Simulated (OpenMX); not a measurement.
# HPbNO4 (Pmmn) in OpenMX: notebook, part 2 of 2

OpenMX 3.8.5.

## (6) Single point, PBE, 14.83 Å³/atom (volume scaled by 1.04)

Input file HPbNO4.dat:

```
System.CurrrentDirectory             ./
System.Name                          HPbNO4
DATA.PATH                            ./DFT_DATA13
level.of.stdout                      1
level.of.fileout                     0
Species.Number                       4
<Definition.of.Atomic.Species
  H   H5.0-s2                H_PBE13
  Pb  Pb8.0-s3p2d2           Pb_PBE13
  N   N6.0-s2p2              N_PBE13
  O   O6.0-s2p2              O_PBE13
Definition.of.Atomic.Species>

Atoms.Number                         14
Atoms.SpeciesAndCoordinates.Unit     FRAC
<Atoms.SpeciesAndCoordinates
    1  H     0.0000000000    0.5000000000    0.1931700000   0.500  0.500
    2  H     0.5000000000    0.0000000000    0.8068300000   0.500  0.500
    3  Pb    0.5000000000    0.5000000000    0.9525700000   7.000  7.000
    4  Pb    0.0000000000    0.0000000000    0.0474300000   7.000  7.000
    5  N     0.0000000000    0.0000000000    0.6365400000   2.500  2.500
    6  N     0.5000000000    0.5000000000    0.3634600000   2.500  2.500
    7  O     0.0000000000    0.5000000000    0.0586000000   3.000  3.000
    8  O     0.5000000000    0.0000000000    0.9414000000   3.000  3.000
    9  O     0.0000000000    0.1956900000    0.7299500000   3.000  3.000
   10  O     0.0000000000    0.8043100000    0.7299500000   3.000  3.000
   11  O     0.0000000000    0.0000000000    0.4675000000   3.000  3.000
   12  O     0.5000000000    0.6956900000    0.2700500000   3.000  3.000
   13  O     0.5000000000    0.3043100000    0.2700500000   3.000  3.000
   14  O     0.5000000000    0.5000000000    0.5325000000   3.000  3.000
Atoms.SpeciesAndCoordinates>

Atoms.UnitVectors.Unit               Ang
<Atoms.UnitVectors
     4.9893338789    0.0000000000    0.0000000000
     0.0000000000    5.6708558151    0.0000000000
     0.0000000000    0.0000000000    7.3387897468
Atoms.UnitVectors>

scf.XcType                           GGA-PBE
scf.SpinPolarization                 off
scf.ElectronicTemperature            580.226
scf.maxIter                          100
scf.EigenvalueSolver                 band
scf.Kgrid                            7 5 5
scf.Mixing.Type                      rmm-diisk
scf.Init.Mixing.Weight               0.05
scf.Min.Mixing.Weight                0.001
scf.Max.Mixing.Weight                0.3
scf.Mixing.History                   25
scf.Mixing.StartPulay                8
scf.criterion                        1.0e-8
MD.Type                              nomd
scf.Ngrid                            64 75 98
scf.energycutoff                     500.0
```

Potentials or basis: OpenMX 2013 PBE set, H5.0-s2, Pb8.0-s3p2d2, N6.0-s2p2, O6.0-s2p2, fixed grid of 64 × 75 × 98 points.

The run is started by

```
$ openmx HPbNO4.dat -nt 1 > HPbNO4.std
```

It took 4.7 min on 1 thread of Arm Neoverse V1, shared host; peak memory 2.4 GiB.

It converged, with:

```yaml
Free_energy: -7643.8043 eV
Largest_force: 4.872 eV/Å
Band_gap_on_the_k_mesh: 2.65 eV, indirect (least direct gap 2.74 eV)
Mulliken_charges: H +0.43; Pb +0.60; N +0.57; O -0.58, -0.35, -0.32 e
```

Caveat: the basis has few d functions beyond the semicore shells, which can make volumes several per cent too large; Mulliken charges move with the basis; spin-orbit coupling is left out, which as a rule narrows the gap of such compounds by several tenths of an eV; an odd mesh through Γ misses points on the zone boundary, where band edges often lie; the basis of atomic orbitals isn't converged, which shifts pressures, moduli and gaps; forces of over 1 eV/Å show positions far from the minimum, so gaps and moduli don't describe the material at rest.

## (7) Single point, PBE, 13.41 Å³/atom (volume scaled by 0.94)

HPbNO4.dat: that of step 6 with these lines changed.

```diff
@@ -34,5 +34,5 @@
 <Atoms.UnitVectors
-     4.9893338789    0.0000000000    0.0000000000
-     0.0000000000    5.6708558151    0.0000000000
-     0.0000000000    0.0000000000    7.3387897468
+     4.8240011800    0.0000000000    0.0000000000
+     0.0000000000    5.4829393677    0.0000000000
+     0.0000000000    0.0000000000    7.0956025909
 Atoms.UnitVectors>
```

The run is started by

```
$ openmx HPbNO4.dat -nt 1 > HPbNO4.std
```

Run time: 5.2 min. Hardware: 1 thread of Arm Neoverse V1, shared host; peak memory 2.6 GiB.

It converged, with:

```
Free energy            : -7642.2110 eV
Largest force          : 8.566 eV/Å
Band gap on the k mesh : 2.82 eV, indirect (least direct gap 2.84 eV)
Mulliken charges       : H +0.44; Pb +0.58; N +0.61; O -0.59, -0.36, -0.32 e
```

Caveat: the basis has few d functions beyond the semicore shells, which can make volumes several per cent too large; Mulliken charges move with the basis; spin-orbit coupling is left out, which as a rule narrows the gap of such compounds by several tenths of an eV; an odd mesh through Γ misses points on the zone boundary, where band edges often lie; the basis of atomic orbitals isn't converged, which shifts pressures, moduli and gaps; forces of over 1 eV/Å show positions far from the minimum, so gaps and moduli don't describe the material at rest.

## (8) Single point, PBE, 15.12 Å³/atom (volume scaled by 1.06)

HPbNO4.dat: that of step 7 with these lines changed.

```diff
@@ -34,5 +34,5 @@
 <Atoms.UnitVectors
-     4.8240011800    0.0000000000    0.0000000000
-     0.0000000000    5.4829393677    0.0000000000
-     0.0000000000    0.0000000000    7.0956025909
+     5.0211139324    0.0000000000    0.0000000000
+     0.0000000000    5.7069768897    0.0000000000
+     0.0000000000    0.0000000000    7.3855348908
 Atoms.UnitVectors>
```

The run is started by

```
$ openmx HPbNO4.dat -nt 1 > HPbNO4.std
```

It took 4.5 min on 1 thread of Arm Neoverse V1, shared host; peak memory 2.4 GiB.

Results (log left out):

```yaml
Free_energy: -7643.9620 eV
Largest_force: 4.258 eV/Å
Band_gap_on_the_k_mesh: 2.60 eV, indirect (least direct gap 2.71 eV)
Mulliken_charges: H +0.43; Pb +0.61; N +0.56; O -0.58, -0.35, -0.32 e
```

Caveat: the basis has few d functions beyond the semicore shells, which can make volumes several per cent too large; Mulliken charges move with the basis; spin-orbit coupling is left out, which as a rule narrows the gap of such compounds by several tenths of an eV; an odd mesh through Γ misses points on the zone boundary, where band edges often lie; the basis of atomic orbitals isn't converged, which shifts pressures, moduli and gaps; forces of over 1 eV/Å show positions far from the minimum, so gaps and moduli don't describe the material at rest.

## (9) Equation of state, PBE

Potentials or basis: OpenMX 2013 PBE set, H5.0-s2, Pb8.0-s3p2d2, N6.0-s2p2, O6.0-s2p2, fixed grid of 64 × 75 × 98 points.

No new run: the results of the series are fitted here.

It converged, with:

* Equilibrium volume: 16.21 Å³/atom (rough: see the caveat)
* Bulk modulus at fixed shape and positions: 67 GPa (rough)

Energy against volume, from the lowest point:
```tsv
volume (Å³/atom)	energy (meV/atom)
13.405	125.07
13.691	93.29
13.976	66.47
14.261	44.14
14.546	25.86
14.832	11.26
15.117	0.00
```

Caveat: the basis has few d functions beyond the semicore shells, which can make volumes several per cent too large; the minimum lies outside the volumes run; volumes in these bases differ from converged ones by about 1 %, for some elements by several; the cell was scaled at fixed shape and fractional positions, which overstates the stiffness of a crystal with free parameters, most of all of layers and chains; the basis of atomic orbitals isn't converged, which shifts pressures, moduli and gaps. The run has no spin-orbit coupling, so splittings on Pb are missing.

## (10) For comparison

An earlier run on the cell as given: functional PBE; potentials or basis OpenMX 2013 PBE set, H6.0-s2p1, Pb8.0-s3p2d2f1, N6.0-s2p2d1, O6.0-s2p2d1, grid cutoff 500 Ry; k mesh 7 × 5 × 5; occupations fermi-dirac, width 0.05 eV; no spin polarisation.

- Pressure: 2.1 GPa
- Largest force: 1.380 eV/Å
- Band gap on the k mesh: 2.77 eV, indirect (least direct gap 2.94 eV)
- Mulliken charges: H +0.27; Pb +0.68; N +0.65; O -0.55, -0.35, -0.34 e
